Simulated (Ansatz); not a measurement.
Task: a test of the smearing width of EuIr₂, space group Fd-3m, with Ansatz 0.2.0, Python API. Give the script and its output. Use (first run): PBEsol, PAW, cutoff 470 eV, 6×6×6 k-points, Methfessel-Paxton smearing of 0.25 eV, collinear spin. The script varies width (eV): 0.25, 0.15, 0.1, 0.05, 0.025.

```xyz
6
Lattice="0.0000 3.8171 3.8171 3.8171 0.0000 3.8171 3.8171 3.8171 0.0000" Properties=species:S:1:pos:R:3 pbc="T T T"
Eu    5.7256    5.7256    5.7256
Eu    3.8171    3.8171    3.8171
Ir    2.8628    0.9543    2.8628
Ir    2.8628    2.8628    0.9543
Ir    0.9543    2.8628    2.8628
Ir    0.9543    0.9543    0.9543
```

`euir2_smear.py`
```python
"""Smearing width test for EuIr2."""

import csv
import warnings

import ansatz


def main() -> None:
    warnings.simplefilter("ignore", ansatz.DeckWarning)

    lattice = ansatz.Lattice.of(
        (0.0, 3.81707, 3.81707),
        (3.81707, 0.0, 3.81707),
        (3.81707, 3.81707, 0.0),
    )
    sites = [
        ("Eu", (0.75, 0.75, 0.75), 4.9),
        ("Eu", (0.5, 0.5, 0.5), -4.9),
        ("Ir", (0.125, 0.625, 0.125), 0.0),
        ("Ir", (0.125, 0.125, 0.625), 0.0),
        ("Ir", (0.625, 0.125, 0.125), 0.0),
        ("Ir", (0.125, 0.125, 0.125), 0.0),
    ]
    euir2 = ansatz.Crystal(lattice=lattice)
    for symbol, position, moment in sites:
        euir2 = euir2.atom(symbol, position, moment=moment or None)

    base = (
        euir2.calculation()
        .kpoints(density=3.8)
        .basis(470)
        .spin(ansatz.SpinTreatment.COLLINEAR)
        .functional("PBEsol")
        .forces()
        .stress()
    )

    rows = []
    for value in [0.25, 0.15, 0.1, 0.05, 0.025]:
        report = base.occupations("methfessel_paxton", width=value).run(threads=1).report
        rows.append((value, report["free_energy_ev"] / len(report["lattice"]["sites"]), report["n_iterations"], sum(report["stress_gpa"][i][i] for i in range(3)) / 3, max(abs(f) for row in report["forces_ev_ang"] for f in row), report["magnetization_mub"], report["n_kpoints"]))

    with open("smear.csv", "w", newline="") as handle:
        writer = csv.writer(handle)
        writer.writerow(["width (eV)", "F/atom (eV)", "iterations", "P (GPa)", "max component (eV/A)", "moment (muB)", "k-points"])
        writer.writerows([round(v, 5) if isinstance(v, float) else v for v in row] for row in rows)

    # the last row is the reference
    for row in rows[:-1]:
        shift = 1000 * (row[1] - rows[-1][1])
        print(f"{row[0]}: {shift:+.2f} meV/atom" + ("  (within 1 meV)" if abs(shift) < 1 else ""))


if __name__ == "__main__":
    main()
```

```console
$ python euir2_smear.py
0.25: +1.16 meV/atom
0.15: +0.32 meV/atom  (within 1 meV)
0.1: +0.14 meV/atom  (within 1 meV)
0.05: +0.07 meV/atom  (within 1 meV)
```

It writes `smear.csv`:
```csv
width (eV),F/atom (eV),iterations,P (GPa),max component (eV/A),moment (muB),k-points
0.25,-10754.67101,21,-5.89931,0.0,2e-05,16
0.15,-10754.67185,18,-5.88489,0.0,-7e-05,16
0.1,-10754.67204,18,-5.88174,0.0,0.00012,16
0.05,-10754.67211,16,-5.88368,0.0,0.00013,16
0.025,-10754.67217,19,-5.88885,0.0,-5e-05,16
```

Going from 0.025 to 0.25 eV changes F by +1.2 meV an atom. This scheme is built to cancel the term in the square of the width, so the shifts stay small and are partly the mesh's error. The pressure moves from -5.89 to -5.90 GPa.

Notes:
- Open f shells: without a Hubbard U, without spin-orbit coupling; the state reached hangs on the start and needn't be the lowest.
- The mesh is modest for a metal, so energies can be off by several to tens of meV an atom and pressures by half a GPa or more; differences at equal mesh fare better.
- The overall sign of a collinear moment is arbitrary, and semilocal functionals can give small moments to compounds that are paramagnetic.
- Forces vanish by symmetry here and test nothing.
- The narrowest width needs the finest mesh, so the last row is no converged reference.
- Pressure is positive in compression.
- At these settings the cell as given stands under about -6 GPa, so it isn't at this functional's equilibrium volume.
- The structure comes from a database of computed cells and needn't be a stable or known phase.
- Run time: 5.4 min on 1 thread of Arm Neoverse V1, on a shared host, peak memory 0.62 GiB.
